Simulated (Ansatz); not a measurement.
**C₃H₉GeN: how energies converge with the basis set**

An exercise on one series of results from a longer session: the logs are not shown, and one member is left open.

Computed with Ansatz 0.2.0, Gaussian basis. Level: one geometry, several basis sets.

Levels to be run: PBE0-D4/def2-SVP; ωB97M-V/def2-SVP; PBE0-D4/def2-QZVPP; ωB97M-V/def2-QZVPP; the functionals' def2-TZVPP values are taken from earlier runs.

### Structure used throughout

The geometry comes from an earlier relaxation with PBE0-D4 in a triple-zeta def2 set; it is a stationary point, not always the lowest conformer.

SMILES `C[CH](C)[Ge][NH2]`, 14 atoms, charge 0, spin multiplicity 1.

Atoms are counted from 1 here; the program's logs count them from 0.

Bond lengths: C1–C2 1.522 Å, C1–H6 1.097 Å, C1–H7 1.094 Å, C1–H8 1.094 Å, C2–C3 1.523 Å, C2–Ge4 2.025 Å, C2–H9 1.097 Å, C3–H10 1.094 Å, C3–H11 1.095 Å, C3–H12 1.097 Å, Ge4–N5 1.819 Å, N5–H13 1.009 Å, N5–H14 1.007 Å. Angles: C2–C1–H6 111.2°, C2–C1–H7 112.3°, C2–C1–H8 111.7°, H6–C1–H7 107.2°, H6–C1–H8 107.0°, H7–C1–H8 107.1°, C1–C2–C3 111.9°, C1–C2–Ge4 112.5°, C1–C2–H9 108.3°, C3–C2–Ge4 111.0°, C3–C2–H9 108.3°, Ge4–C2–H9 104.4°, C2–C3–H10 111.6°, C2–C3–H11 112.3°, C2–C3–H12 111.2°, H10–C3–H11 107.1°, H10–C3–H12 107.1°, H11–C3–H12 107.2° and more.

Set-up of the first run:

in.yaml reads:

```yaml
crystal:
  periodic: [false, false, false]
  atoms:
    - {symbol: C, position_ang: [-1.146590, 0.053394, 0.955860]}
    - {symbol: C, position_ang: [0.278349, 0.491727, 0.648393]}
    - {symbol: C, position_ang: [1.228306, -0.694929, 0.547656]}
    - {symbol: Ge, position_ang: [0.391047, 1.655794, -1.004721]}
    - {symbol: N, position_ang: [-0.278854, 0.432747, -2.171922]}
    - {symbol: H, position_ang: [-1.194047, -0.512542, 1.894013]}
    - {symbol: H, position_ang: [-1.830134, 0.902116, 1.054218]}
    - {symbol: H, position_ang: [-1.548992, -0.594933, 0.171286]}
    - {symbol: H, position_ang: [0.623191, 1.140412, 1.462498]}
    - {symbol: H, position_ang: [0.935518, -1.377379, -0.256310]}
    - {symbol: H, position_ang: [2.259519, -0.386549, 0.348763]}
    - {symbol: H, position_ang: [1.237878, -1.276305, 1.477387]}
    - {symbol: H, position_ang: [-0.587023, -0.501405, -1.945930]}
    - {symbol: H, position_ang: [-0.380967, 0.638553, -3.152292]}
basis:
  gaussian: {orbitals: def2-SVP}
hamiltonian: {xc: pbe0, dispersion: d4}
output: {orbitals: {seedname: orbitals}}
```

Started as:

```console
> ansatz run in.yaml --threads 4 --pin off --events-out ev --progress --plain --max-ram 11315MiB
```

Among the steps run: PBE0-D4 in def2-SVP; ωB97M-V in def2-SVP; PBE0-D4 in def2-QZVPP; ωB97M-V in def2-QZVPP.

One of the session's tables, all rows but one given; the rest of the session is left out.

It belongs to the step «Functionals by basis». 

```
functional       basis  HOMO (eV)
   PBE0-D4    def2-SVP      -5.88
   PBE0-D4  def2-TZVPP      -5.94
   PBE0-D4  def2-QZVPP          ?
   ωB97M-V    def2-SVP      -7.98
   ωB97M-V  def2-TZVPP      -8.05
   ωB97M-V  def2-QZVPP      -8.09
```

**Question.** Estimate the row for PBE0-D4, def2-QZVPP.

The run gave: HOMO (eV): -5.99. In the column «HOMO (eV)» it lies between ωB97M-V, def2-SVP (-7.98) and PBE0-D4, def2-TZVPP (-5.94).
